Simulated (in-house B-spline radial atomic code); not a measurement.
# Pr⁷⁺: ionisation energy by several methods

Wanted: one ionisation energy, Pr⁷⁺ to configuration [Kr] 4d10 4f1 5s2 5p2, up the ladder of functionals.

Program: in-house B-spline radial atomic code version 1. Level of theory: Dirac-Coulomb, several functionals, exact exchange averaged over the configuration; spherical all-electron atom at the radial basis limit. These are calculated values, not measurements, unless marked.

## 1. Starting point

```
element       : praseodymium (Z = 59)
charge        : +7
electrons     : 52
configuration : [Kr] 4d10 4f1 5s2 5p3
nucleus       : Fermi, rms radius 4.892 fm
```

The outer shells:

[Kr] 4d10 4f1 5s2 5p3
```
[Kr] core
4d [↑↓][↑↓][↑↓][↑↓][↑↓]
4f [↑ ][  ][  ][  ][  ][  ][  ]
5s [↑↓]
5p [↑ ][↑ ][↑ ]
```

The boxes only draw the filling; these runs are spin-restricted and spherical.

## 2. B97-1, a global hybrid

Settings, as recorded:

```ini
Z = 59
electrons = 52.0
configuration = [Kr] 4d10 4f1 5s2 5p3
hamiltonian = dirac
method = b97_1
spin_polarised = False
nucleus = fermi
rms_radius = 4.8919
mass_number = 141
atomic_mass = 140.907659604
speed_of_light = 137.035999084
exact_exchange = averaged over the configuration
```

Launch:

```bash
$ python run_scf.py task.json out
```

task.json lists these runs, among others, and the program works through them in turn.

## 3. CAM-B3LYP, a range-separated hybrid

Changes to the settings of step 2:

```diff
@@ -4,3 +4,3 @@
 hamiltonian = dirac
-method = b97_1
+method = camb3lyp
 spin_polarised = False
```

## 4. HSE06, a range-separated hybrid

Changes to the settings of step 3:

```diff
@@ -4,3 +4,3 @@
 hamiltonian = dirac
-method = camb3lyp
+method = hse06
 spin_polarised = False
```

## 5. ωB97X, a range-separated hybrid

Changes to the settings of step 4:

```diff
@@ -4,3 +4,3 @@
 hamiltonian = dirac
-method = hse06
+method = wb97x
 spin_polarised = False
```

Before running: The tabulated ionisation energy is 112 ± 6 eV (tabulated theoretical; NIST Atomic Spectra Database). What does each method give, and which comes nearest?

**Answer**, as computed:

| method | rung | total energy (hartree) | ΔSCF (eV) | with Breit, QED, recoil (eV) | −ε highest (eV) | corrected ΔSCF less tabulated (eV) |
| --- | --- | --- | --- | --- | --- | --- |
| B97-1 | global hybrid | -9230.2983 | 110.46 | 110.39 | 98.87 (4f7/2) | -1.61 |
| CAM-B3LYP | range-separated hybrid | -9231.0215 | 110.67 | 110.60 | 100.80 (4f7/2) | -1.40 |
| HSE06 | range-separated hybrid | -9229.9907 | 110.50 | 110.44 | 98.95 (4f7/2) | -1.56 |
| ωB97X | range-separated hybrid | -9230.9074 | 110.37 | 110.30 | 101.71 (4f7/2) | -1.70 |

Against the tabulated ionisation energy, 112 ± 6 eV (tabulated theoretical; NIST Atomic Spectra Database), the best here is CAM-B3LYP (-1.40 eV) and the worst ωB97X (-1.70 eV, or 1.5 %). The table's own uncertainty is as large as these misses, so the order means little. All methods miss on the same side by much the same amount, which points to something that they share. Open shells are averaged (over orientations, and over spins where the run is restricted), while tables refer to the lowest levels. ΔSCF removes a 5p electron, which is never the highest level here, so the two columns refer to different electrons.
